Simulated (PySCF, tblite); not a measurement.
**C4H3FO2− (doublet): geometry, infrared bands and EPR parameters**

What infrared bands and EPR parameters should C4H3FO2− (doublet) (`OC1=C(F)O[CH][CH-]1`) show?

Programs: tblite 0.8.0 and PySCF 2.14.0, with density-fitted response routines of our own. Each step states its level of theory. These are calculated values for one molecule in the gas phase, unless marked as measured. Atoms count from 0, in the outputs and in this text.

### 1 The starting structure

10 atoms, charge -1, multiplicity 2; geometry from: force field or distance geometry start.

Bonds of the start (Å): O0–C1 1.40, C1–C2 1.34, C2–F3 1.36, C2–O4 1.41, O4–C5 1.42, C5–C6 1.51, C6–C1 1.45, O0–H7 1.01, C5–H8 1.12, C6–H9 1.06.

### 2 Geometry optimisation with GFN2-xTB

Job settings and geometry (Å):

```
{"job": {"kind": "relax", "xc": "GFN2-xTB", "basis": "xTB"}, "charge": -1, "multiplicity": 2}
O      1.789900     0.869000    -0.103900
C      0.532400     0.270100    -0.229100
C      0.280600    -1.032600    -0.399200
F      1.227200    -1.997200    -0.517500
O     -1.111100    -1.229100    -0.459900
C     -1.746000    -0.131500     0.186800
C     -0.747200     0.951200    -0.165600
H      2.346500     0.664600     0.712000
H     -1.546200    -0.328800     1.267700
H     -1.017300     1.968900    -0.313800
```

Command:

```bash
$ OMP_NUM_THREADS=1 python probes_run.py task.json out
```

One launch serves the whole session: the jobs run in the order shown.

**Question.** This job is followed by: GFN2-xTB harmonic vibrations, gas phase; UKS B3LYP, pcH-1 on C F H O, non-relativistic, mean-field spin-orbit, GIAO. Predict these results of the whole session: strongest single infrared mode (GFN2-xTB); zero-point energy (GFN2-xTB); g(iso) (B3LYP); ⟨S²⟩; largest a(iso).

**Answer**, as computed:

```
                                 quantity                  value
strongest single infrared mode (GFN2-xTB)  1161 cm⁻¹, 208 km/mol
             zero-point energy (GFN2-xTB)          37.6 kcal/mol
                           g(iso) (B3LYP)                2.00353
                                     ⟨S²⟩     0.757 (exact 0.75)
                           largest a(iso)   19F on F3, 909.2 MHz
```

**Reading.** Over 73 steps the energy fell by 1.942 eV; of the close pairs, C2–F3 changed most, 1.357 to 1.912 Å. The frame itself reshapes: C2···F3 goes from 1.36 to 1.91 Å. All 24 modes are real, so the xTB geometry is a minimum. The strongest single mode, at 1161 cm⁻¹, moves mainly H7. GFN2-xTB is a fitted tight-binding method: band positions and strengths are rough. Its intensities can rank the bands wrongly. The structure rearranged or came apart on optimisation; the results belong to the end geometry, not to the formula as drawn. The largest share of the spin, 0.51 e, sits on C2. The isotropic g lies 1.2 ppt above the free-electron value. The records flag this anion as possibly unbound in the gas phase, so the basis may hold the extra electron. The conformer search found further structures of the same energy, which may be mirror or relabelled copies of this one.
